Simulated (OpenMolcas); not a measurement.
# Ni³⁺ among point charges: CASSCF and CASPT2 levels and susceptibility

How does a field of 6 point charges split the states of Ni³⁺, and what χT follows?

Program: OpenMolcas 26.06. Level of theory: state-averaged CASSCF and CASPT2, spin-orbit coupling by RASSI with atomic mean-field integrals. These are calculated values, not measurements, unless marked.

### 1 The system

* Species: Ni³⁺ (nickel, Z = 28, 25 electrons)
* Basis: ANO-RCC-VDZP [5s4p2d1f], 34 functions
* Scalar Hamiltonian: DKH2, point nucleus
* Inactive shells: 1s 2s 2p 3s 3p
* Active space: 7 electrons in 5 orbitals (3d)
* Some configurations of this space: 3d7
* Orbitals: optimised for each spin and parity, averaged over all roots

Outer shells as boxes (Hund's rule):

3d7
```
3d [↑↓][↑↓][↑ ][↑ ][↑ ]
```

The ion sits among 6 point charges of -1 e arranged as an octahedron (Oh), 1.94 Å from the ion.

Each step is its own input file, run in one work folder so that later steps find the files of earlier ones. Labels, J, g values, rates, χT and fits are worked out afterwards by a script from the matrices that RASSI stores. The input lists half of the charges; inversion (Group=XYZ) makes the rest.

### 2 One- and two-electron integrals

File a.inp:

```
&GATEWAY
Coord
1

Ni 0.0 0.0 0.0
Basis=ANO-RCC-VDZP
Group=XYZ
NoMove
AngMom=0.0 0.0 0.0
AMFI
XField
3 Angstrom 0
1.940000 0.000000 0.000000 -1.000000
0.000000 1.940000 0.000000 -1.000000
0.000000 0.000000 1.940000 -1.000000
&SEWARD
```

The log of the run:

```text
Basis set label: NI.ANO-RCC...5S4P2D1F.

      Electronic valence basis set:
      ------------------
      Associated Effective Charge  28.000000 au
      Associated Actual Charge     28.000000 au
      Nuclear Model: Point charge

      Shell  nPrim  nBasis  Cartesian Spherical Contaminant
         s      21       5        X
         p      15       4        X
         d      10       2                 X
         f       6       1                 X
                  Relativistic Douglas-Kroll-Hess integrals:
                    - DKH order of Hamiltonian: 2
                    - DKH order of Properties : 0
                  Atomic mean-field integrals
```

### 3 CASSCF: quartets of even parity, 10 roots

File a.inp:

```
&RASSCF
FileOrb=start.orb
Symmetry=1
Spin=4
nActEl=7 0 0
Inactive=3 6
Ras2=5 0
CIRoot=10 10 1
SDav=10
CIMx=300
Iter=120 100
PrWF=0.3
OrbListing=Nothing
MaxOrb=0
>>> COPY $Project.JobIph JOB001
```

start.orb holds the contracted functions of the basis, ordered by shell, or the orbitals of the step before.

The log of the run, shortened:

```text
[...]
      Number of active orbitals                  5
[...]
      Spin quantum number                      1.5
[...]
      Active orbitals                            5   0
[...]
      Number of CSFs                            10
      Number of root(s) required                10
[...]
      Convergence after  9 iterations
[...]
      Natural orbitals and occupation numbers for root  1
      sym 1:   1.000000   1.956655   1.043345   1.956655   1.043345
      Natural orbitals and occupation numbers for root  2
      sym 1:   1.976604   1.023396   1.023396   1.976604   1.000000
      Natural orbitals and occupation numbers for root  3
      sym 1:   1.000000   1.927274   1.927274   1.072726   1.072726
::    RASSCF root number  1 Total energy:  -1521.86718361
::    RASSCF root number  2 Total energy:  -1521.86718361
::    RASSCF root number  3 Total energy:  -1521.86718361
[...]
::    RASSCF root number  7 Total energy:  -1521.85133701
::    RASSCF root number  8 Total energy:  -1521.76536889
::    RASSCF root number  9 Total energy:  -1521.76536889
::    RASSCF root number 10 Total energy:  -1521.76536889
```

### 4 CASSCF: doublets of even parity, 40 roots

File a.inp:

```
&RASSCF
FileOrb=start.orb
Symmetry=1
Spin=2
nActEl=7 0 0
Inactive=3 6
Ras2=5 0
CIRoot=40 40 1
SDav=40
CIMx=300
Iter=120 100
PrWF=0.3
OrbListing=Nothing
MaxOrb=0
>>> COPY $Project.JobIph JOB002
```

The log of the run, shortened:

```text
[...]
      Number of active orbitals                  5
[...]
      Spin quantum number                      0.5
[...]
      Active orbitals                            5   0
[...]
      Number of CSFs                            40
      Number of root(s) required                40
[...]
      Convergence after  7 iterations
[...]
      Natural orbitals and occupation numbers for root  1
      sym 1:   1.699513   1.601163   1.259277   1.668718   0.771329
      Natural orbitals and occupation numbers for root  2
      sym 1:   1.711767   1.613416   0.771329   1.644212   1.259277
      Natural orbitals and occupation numbers for root  3
      sym 1:   1.516979   1.346245   1.153733   1.452017   1.531026
::    RASSCF root number  1 Total energy:  -1521.76776486
::    RASSCF root number  2 Total energy:  -1521.76776486
::    RASSCF root number  3 Total energy:  -1521.76627032
[...]
::    RASSCF root number 27 Total energy:  -1521.71967071
::    RASSCF root number 28 Total energy:  -1521.71967071
::    RASSCF root number 29 Total energy:  -1521.63740629
::    RASSCF root number 30 Total energy:  -1521.63740629
```

### 5 State interaction with spin-orbit coupling

File a.inp:

```
&RASSI
NrOfJobIphs=2 10 40
1 2 3 4 5 6 7 8 9 10
1 2 3 4 5 6 7 8 9 10 11 12 13 14 15 16 17 18 19 20 21 22 23 24 25 26 27
28 29 30 31 32 33 34 35 36 37 38 39 40
IphNames
JOB001
JOB002
EJob
SpinOrbit
DIPRint=1.0
SOCoupling=1000.0
Subsets=2
Property=9
'ANGMOM' 1 'ANGMOM' 2 'ANGMOM' 3 'MLTPL  1' 1 'MLTPL  1' 2 'MLTPL  1' 3
'AMFI' 1 'AMFI' 2 'AMFI' 3
SOProperty=3
'ANGMOM' 1 'ANGMOM' 2 'ANGMOM' 3
```

The log of the run, shortened:

```text
SPIN-FREE ENERGIES:
  (Shifted by EMIN (a.u.) =      -1521.8671836072)
 SF State       Relative EMIN(au)   Rel lowest level(eV)    D:o, cm**(-1)      L_eff
     1             0.0000000000        0.0000000000              0.0000         3.0
     2             0.0000000000        0.0000000000              0.0000         3.0
     3             0.0000000000        0.0000000000              0.0000         3.0
     4             0.0070864483        0.1928320808           1555.2956         3.0
     5             0.0070864483        0.1928320808           1555.2956         3.0
     6             0.0070864483        0.1928320808           1555.2956         3.0
     7             0.0158466011        0.4312079842           3477.9269         3.0
    11             0.0994187519        2.7053220570          21819.8939         4.0
    12             0.0994187519        2.7053220570          21819.8939         4.0
    13             0.1009132861        2.7459904045          22147.9063         4.0
[...]
Eigenvalues of complex Hamiltonian:
   -----------------------------------
  (Shifted by EMIN (a.u.) =      -1521.8671836072)
 SO State       Relative EMIN(au)   Rel lowest level(eV)    D:o, cm**(-1)     J-value
     1            -0.0050659735        0.0000000000              0.0000         3.5
     2            -0.0050659735        0.0000000000              0.0000         3.5
     3            -0.0035116047        0.0422965304            341.1445         3.0
     4            -0.0035116047        0.0422965304            341.1445         3.3
     5            -0.0035116047        0.0422965304            341.1445         3.8
     6            -0.0035116047        0.0422965304            341.1445         3.7
     7            -0.0007055583        0.1186529429            957.0005         3.4
     8            -0.0007055583        0.1186529429            957.0005         3.4
     9            -0.0007055583        0.1186529429            957.0005         3.0
    10            -0.0007055583        0.1186529429            957.0005         3.0
    11             0.0019241227        0.1902102072           1534.1488         2.5
[...]
```

Time for these steps: 8.7 s (1 thread, shared host).

States without spin-orbit coupling:

```csv
state,degeneracy,E (cm-1),free-ion L (%)
4T1,3,0,F (100)
4T2,3,1555,F (100)
4A2,1,3478,F (100)
2E,2,21820,G (91)
2T2,3,22148,G (99)
2T1,3,22326,G (96)
4T1,3,22346,P (100)
2A1,1,22739,G (100)
2T1,3,28853,P (66)
2T1,3,29127,H (97)
2E,2,29489,H (93)
2T2,3,29558,H (93)
2T1,3,30723,H (66)
2E,2,31991,D (97)
2T2,3,32375,D (92)
2T1,3,50430,F (100)
2T2,3,50552,F (100)
2A2,1,50825,F (100)
2E,2,78671,D (100)
2T2,3,78720,D (100)
```

With spin-orbit coupling:

```tsv
E (cm-1)	Degeneracy	Label	2S+1	g
0.0	2	Γ6	4	4.91 4.91 4.91
341.1	4	Γ8	4	
957.0	4	Γ8	4	
1534	2	Γ7	4	0.55 0.55 0.55
2528	2	Γ6	4	2.91 2.91 2.91
2554	4	Γ8	4	
3086	2	Γ7	4	1.45 1.45 1.45
3117	4	Γ8	4	
5012	4	Γ8	4	
22382	4	Γ8	2	
22787	4	Γ8	2	
23010	2	Γ7	4	2.65 2.65 2.65
23025	4	Γ8	4	
23244	2	Γ6	2	3.75 3.75 3.75
23362	4	Γ8	4	
23804	4	Γ8	2	
23845	2	Γ7	2	2.59 2.59 2.59
23966	2	Γ6	4	2.51 2.51 2.51
24193	2	Γ6	2	1.69 1.69 1.69
29519	4	Γ8	2	
29840	2	Γ6	2	3.82 3.82 3.82
29982	4	Γ8	2	
30286	2	Γ7	2	3.82 3.82 3.82
30634	2	Γ6	2	1.58 1.58 1.58
```

Principal g values are given for doublets only; a zero marks a field direction without first-order Zeeman splitting.

Powder χT (cm³ K/mol): 2.29 at 2 K, 2.33 at 5 K, 2.39 at 10 K, 2.51 at 20 K, 2.89 at 50 K, 3.48 at 100 K, 3.93 at 150 K, 4.23 at 200 K, 4.42 at 250 K, 4.55 at 300 K.

A ligand-field fit to the states below 45000 cm-1 gives 10Dq = 1771 cm-1, B = 1409 cm-1 and C = 5212 cm-1 (C/B = 3.70), with a deviation of 67 cm-1.

### 6 CASPT2: IPEA 0.25, imaginary shift 0.1 (closed shells correlated: 3s 3p)

File a.inp:

```
>>> COPY JOB001 $Project.JobIph
&CASPT2
Multistate=10 1 2 3 4 5 6 7 8 9 10
NoMult
Frozen=2 3
IPEA=0.25
Imaginary=0.1
MaxIter=60
WThr=0.0 0.3 0.05
PrWF=0.5
NoMix
>>> COPY JOB002 $Project.JobIph
&CASPT2
Multistate=40 1 2 3 4 5 6 7 8 9 10 11 12 13 14 15 16 17 18 19 20 21 22
23 24 25 26 27 28 29 30 31 32 33 34 35 36 37 38 39 40
NoMult
Frozen=2 3
IPEA=0.25
Imaginary=0.1
MaxIter=60
WThr=0.0 0.3 0.05
PrWF=0.5
NoMix
```

The log of the run, shortened:

```text
[...]
      Active orbitals                            5   0
[...]
      E2 (Variational):          -0.3667534036
      Total energy:           -1522.2339370109
[...]
::    CASPT2 Root  1     Total energy:  -1522.23393701
::    CASPT2 Root  2     Total energy:  -1522.23360852
[...]
::    CASPT2 Root 27     Total energy:  -1522.10400402
::    CASPT2 Root 28     Total energy:  -1522.10395783
::    CASPT2 Root 29     Total energy:  -1522.02826123
::    CASPT2 Root 30     Total energy:  -1522.02832727
```

This run: 2.3 s of run time, 1 thread, shared host.

SS-CASPT2: lowest energy less the reference's lowest, -0.3668 hartree; reference weights 0.946 to 0.954.

States without spin-orbit coupling:

```csv
state,degeneracy,E (cm-1),free-ion L (%)
4T1,3,0,F (100)
4T2,3,1215,F (100)
4A2,1,4232,F (100)
4T1,3,19441,P (100)
2E,2,19863,G (91)
2T2,3,19963,G (99)
2T1,3,20160,G (96)
2A1,1,20567,G (100)
2T1,3,24430,P (66)
2T1,3,27229,H (97)
2T2,3,27602,H (93)
2E,2,27722,H (93)
2E,2,27854,D (97)
2T1,3,28393,H (66)
2T2,3,28531,D (92)
2T1,3,45151,F (100)
2T2,3,45347,F (100)
2A2,1,45578,F (100)
2T2,3,70484,D (100)
2E,2,70557,D (100)
```

With spin-orbit coupling:

```tsv
E (cm-1)	Degeneracy	Label	2S+1	g
0	2	Γ6	4	4.96 4.96 4.96
300	4	Γ8	4	
880	4	Γ8	4	
1520	2	Γ7	4	0.98 0.98 0.98
2220	2	Γ6	4	2.96 2.96 2.96
2380	4	Γ8	4	
2800	2	Γ7	4	1.02 1.02 1.02
2940	4	Γ8	4	
5630	4	Γ8	4	
20110	4	Γ8	4	
20120	2	Γ7	4	2.66 2.66 2.66
20340	4	Γ8	2	
20410	4	Γ8	4	
20710	4	Γ8	2	
21010	2	Γ6	4	3.08 3.08 3.08
21120	2	Γ6	2	3.31 3.31 3.31
21680	2	Γ7	2	2.60 2.60 2.60
21710	4	Γ8	2	
22030	2	Γ6	2	1.84 1.84 1.84
25330	4	Γ8	2	
26210	2	Γ6	2	1.26 1.26 1.26
28040	2	Γ6	2	3.53 3.53 3.53
28140	4	Γ8	2	
28350	2	Γ7	2	3.82 3.82 3.82
```

Powder χT (cm³ K/mol): 2.33 at 2 K, 2.38 at 5 K, 2.45 at 10 K, 2.59 at 20 K, 3.03 at 50 K, 3.69 at 100 K, 4.15 at 150 K, 4.43 at 200 K, 4.60 at 250 K, 4.71 at 300 K.

A ligand-field fit to the states below 45000 cm-1 gives 10Dq = 2000 cm-1, B = 1226 cm-1 and C = 4774 cm-1 (C/B = 3.89), with a deviation of 700 cm-1.

### 7 The methods side by side

A. CASSCF
B. SS-CASPT2, IPEA 0.25, imaginary shift 0.1 (closed shells correlated: 3s 3p)

```csv
method,ground state,first state of that spin (cm-1),first gap with spin-orbit (cm-1),χT at 300 K
A,4T1,4T2 1555,341.1,4.55
B,4T1,4T2 1215,295.3,4.71
```

### 8 What came out

| quantity | value |
| --- | --- |
| method | SS-CASPT2, IPEA 0.25, imaginary shift 0.1 (closed shells correlated: 3s 3p) |
| spin-free ground state | 4T1, 3-fold in its orbital part |
| first state of the same spin within the active space | 4T2 at 1220 cm⁻¹ |
| lowest level | 2-fold Γ6, g = 4.96, 4.96, 4.96 |
| next level | 295.3 cm⁻¹ |
| χT at 300 K | 4.71 cm³ K/mol |
| effective moment at 300 K | 6.14 μB |

Cost by method:

```csv
method,time of its own steps,time with the reference
A. CASSCF,8.7 s,8.7 s
"B. SS-CASPT2, IPEA 0.25, imaginary shift 0.1, +3s 3p",2.3 s,11 s
```

Times are of one thread on a shared host.

In words: The spin-free ground state (4T1) comes to 100 % from free-ion F terms and keeps the highest spin of the shell. χT at 300 K is 4.71, against 1.88 cm³ K/mol for the spin alone, so orbital moment adds to it. An active space of the d shell alone favours high spin; real ions in strong fields can be low spin. A ligand-field fit to the states below 45000 cm-1 gives 10Dq = 2000 cm-1, B = 1226 cm-1 and C = 4774 cm-1 (C/B = 3.89), with a deviation of 700 cm-1. CASPT2 does not keep the components of a term degenerate, and the means are used. The field of point charges can differ much from that of real complexes. With metal d orbitals alone active, the gaps between spin states are rough; where two lie within a few thousand cm-1, their order is open. This is an electrostatic model: the charges have no orbitals.
